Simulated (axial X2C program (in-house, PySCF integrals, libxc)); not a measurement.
# BrCo⁻: EOM-EA-CCSD levels

Aim: EOM-EA-CCSD levels of BrCo⁻, with spin–orbit coupling in the Hamiltonian from the start.

The runs use an in-house X2C program for linear molecules on PySCF integrals; two-component X2C with atomic mean-field terms, Br dyall-acv3z, Co dyall-acv3z.

All values are calculated.

### Step 1. Set-up

Contents of task.json:

```json
{"zs": [35, 27], "q": -1, "bas": ["dyall-acv3z", "dyall-acv3z"], "r0": 2.25, "eom": "ea", "thr": -2.0, "nmax": 92, "grid": [1, 0.96, 1.045, 0.92, 1.09, 1.15], "rq": 0}
```

Keys: zs atomic numbers; q charge; bas basis sets; r0 starting distance in Å; eom kind of EOM run; thr threshold in hartree for freezing inner shells (an s shell follows its p shell); nmax most natural virtual spinors; grid distances as factors.

Launch:

```
$ python soeom.py task.json out
```

Further steps of the session: EOM-EA-CCSD at 2.257 Å.

Q: Predict the outcome of this session. Wanted: next root led by one particle; T1 of the reference.

The runs gave:

| quantity | value |
| --- | --- |
| lowest root at 2.257 Å | Ω = 1/2, 1.003 eV |
| next root led by one particle | Ω = 3/2, about 10460 cm⁻¹ higher |
| T1 of the reference | 0.047 |

**Reading.** The added electron is bound by 1.00 eV in a spinor of 57% Co sσ, 30% Co pσ. The closed-shell reference lies 1.17 eV above the lowest determinant found, so these energies count from an excited configuration. Errors of 0.1 to 0.3 eV are usual at this size, and roots led by higher excitations are left out, so the list is incomplete, and low states of that kind can be missing. T1 or the largest double amplitude of the reference is raised, which lowers the reliability.
